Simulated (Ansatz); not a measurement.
# CH4FSi (SMILES [CH2][SiH2]F): UHF/6-311+G(d,p)

What is the electronic atomisation energy of CH4FSi at UHF/6-311+G**? 

The calculation is run with Ansatz 0.2.0.

59 further runs of the same task are left out: 1 that didn't finish, 58 set aside as unsound or not needed.

## (1) Starting point

CH4FSi: 7 atoms, total charge 0, spin state doublet. SMILES: `[CH2][SiH2]F`. The shape is that of a PBE0-D4/def2-TZVP optimisation. This is one conformer, not always the lowest.

Bond lengths: C1–Si2 1.828 Å, Si2–F3 1.601 Å, C1–H4 1.085 Å, C1–H5 1.086 Å, Si2–H6 1.486 Å, Si2–H7 1.486 Å. Angles: C1–Si2–F3 109.0°, C1–Si2–H6 111.6°, C1–Si2–H7 111.7°, F3–Si2–H6 107.8°, F3–Si2–H7 107.6°, Si2–C1–H4 122.6°, Si2–C1–H5 122.3°, H6–Si2–H7 109.0°, H4–C1–H5 115.1°.

## (2) The energy at UHF/6-311+G(d,p)

The input, in.yaml:

```yaml
basis:
  gaussian:
    orbitals: 6-311+G_st__st_-spherical.json
crystal:
  periodic: [false, false, false]
  atoms:
    - {symbol: C, position_ang: [-0.871900, 0.281100, -0.615800]}
    - {symbol: Si, position_ang: [0.588600, -0.157300, 0.392500]}
    - {symbol: F, position_ang: [0.652600, -1.749500, 0.550500]}
    - {symbol: H, position_ang: [-1.536000, -0.466000, -1.038500]}
    - {symbol: H, position_ang: [-1.136000, 1.310700, -0.837900]}
    - {symbol: H, position_ang: [0.509900, 0.430600, 1.755300]}
    - {symbol: H, position_ang: [1.854000, 0.282500, -0.251700]}
magnetization:
  spin_polarized: true
  initial_magnetization: 1
hamiltonian:
  xc: hf
accuracy: high
output:
  orbitals: {seedname: orbitals}
```

The basis set 6-311+G** is read from a file made from the Basis Set Exchange's data (not shown).

Command:

```bash
$ ansatz run in.yaml --threads 1 --pin off --max-ram 3480MiB --events-out events.jsonl --progress --plain --runs-dir runs
```

What it wrote:

```text
Warning: RAYON_NUM_THREADS=1 ignored (pool sized by the plan → 1); use --threads N
Functional definition: HF
  name "HF"
  exchange = exact_x
  correlation = 0
1833 factors; integrals over basis functions are off by at most 4.3e-9 eV
mean field evaluation 1: about -11660.9728 eV, gradient 2.3e1 eV
mean field evaluation 2: about -11660.9770 eV, gradient 2.3e1 eV
mean field evaluation 4: about -11663.6677 eV, gradient 2.5e0 eV
mean field evaluation 8: about -11663.7407 eV, gradient 1.7e-1 eV
mean field -11663.74124017 eV, -428.6345846086 hartree, gradient 1.6e-8 eV, S^2 0.760337; 0 other end points of the search recorded, 0 dependent functions left out
reference -11663.74124017 eV, -428.6345846086 hartree; 17, 16 occupied and 81, 82 virtual orbitals, 1833 factors
Total energy: -11663.74124017 eV, -428.6345846086 hartree
```

Wall time 2.6 s (1 thread of Arm Neoverse V2, shared host); peak memory 0.29 GiB.

## (3) The C atom at the same level

The input, job.yaml:

```yaml
basis:
  gaussian:
    orbitals: 6-311+G_st__st_.json
crystal:
  periodic: [false, false, false]
  atoms:
    - {symbol: C, position_ang: [0.000000, 0.000000, 0.000000]}
magnetization:
  spin_polarized: true
  initial_magnetization: 2
hamiltonian:
  xc: hf
accuracy: high
```

The basis set 6-311+G** is read from a file made from the Basis Set Exchange's data (not shown).

Run the same way, it converges to -37.68957 Eh (log not shown).

## (4) The F atom, same level

The input, molecule.yaml:

```yaml
crystal:
  periodic: [false, false, false]
  atoms:
    - {symbol: F, position_ang: [0.000000, 0.000000, 0.000000]}
basis:
  gaussian:
    orbitals: 6-311+G_st__st_.json
magnetization:
  spin_polarized: true
  initial_magnetization: 1
hamiltonian:
  xc: hf
accuracy: high
```

The basis set 6-311+G** is read from a file made from the Basis Set Exchange's data (not shown).

Run the same way, it converges to -99.39989 Eh (log not shown).

## (5) The H atom at the same level

The input, in.yaml:

```yaml
crystal:
  periodic: [false, false, false]
  atoms:
    - {symbol: H, position_ang: [0.000000, 0.000000, 0.000000]}
basis:
  gaussian: {orbitals: 6-311+G_st__st_.json}
magnetization: {spin_polarized: true, initial_magnetization: 1}
hamiltonian: {xc: hf}
accuracy: high
```

The basis set 6-311+G** is read from a file made from the Basis Set Exchange's data (not shown).

Run the same way, it converges to -0.49981 Eh (log not shown).

## (6) The Si atom at the same level

The input, run.yaml:

```yaml
crystal:
  periodic: [false, false, false]
  atoms:
    - symbol: Si
      position_ang: [0.000000, 0.000000, 0.000000]
basis:
  gaussian:
    orbitals: 6-311+G_st__st_-spherical.json
magnetization:
  spin_polarized: true
  initial_magnetization: 2
hamiltonian:
  xc: hf
accuracy: high
```

The basis set 6-311+G** is read from a file made from the Basis Set Exchange's data (not shown).

Command:

```bash
$ ansatz run run.yaml --threads 1 --pin off --max-ram 3480MiB --events-out events.jsonl --progress --plain --runs-dir runs
```

What it wrote:

```text
Warning: RAYON_NUM_THREADS=1 ignored (pool sized by the plan → 1); use --threads N
[... 4 set-up lines as earlier in the session ...]
230 factors; integrals over basis functions are off by at most 3.5e-9 eV
mean field evaluation 1: about -7859.8125 eV, gradient 3.9e0 eV
mean field evaluation 2: about -7859.8150 eV, gradient 3.9e0 eV
mean field evaluation 4: about -7860.0234 eV, gradient 1.3e-1 eV
mean field evaluation 8: about -7860.0229 eV, gradient 1.1e-8 eV
mean field evaluation 16: about -7860.0228 eV, gradient 9.5e-2 eV
mean field evaluation 32: about -7860.0228 eV, gradient 1.3e-1 eV
mean field -7860.02292908 eV, -288.8505149290 hartree, gradient 5.2e-8 eV, S^2 2.006094; 2 other end points of the search recorded, 0 dependent functions left out
reference -7860.02292908 eV, -288.8505149290 hartree; 8, 6 occupied and 22, 24 virtual orbitals, 230 factors
Total energy: -7860.02292908 eV, -288.8505149290 hartree
```

Wall time 0.12 s (1 thread of Arm Neoverse V2, shared host).

## (7) Results

Level: UHF/6-311+G**.

| quantity | value |
| --- | --- |
| molecule: total energy | -428.63458 Eh |
| molecule: HOMO energy (highest over α and β) | -10.79 eV |
| molecule: LUMO energy (lowest over α and β) | 1.40 eV |
| molecule: ⟨S²⟩ | 0.760 |
| C atom: total energy | -37.68957 Eh |
| C atom: ⟨S²⟩ | 2.008 |
| F atom: total energy | -99.39989 Eh |
| F atom: ⟨S²⟩ | 0.753 |
| H atom: total energy | -0.49981 Eh |
| H atom: ⟨S²⟩ | 0.750 |
| Si atom: total energy | -288.85051 Eh |
| Si atom: ⟨S²⟩ | 2.006 |
| electronic atomisation energy | 18.922 eV |

What this shows: Taking the molecule apart into free atoms costs 18.92 eV (436 kcal/mol), before zero-point energy and without spin-orbit coupling. Hartree–Fock lacks the correlation of the bonding pairs, which as a rule makes this value much too low; in minimal bases other errors can mask that.
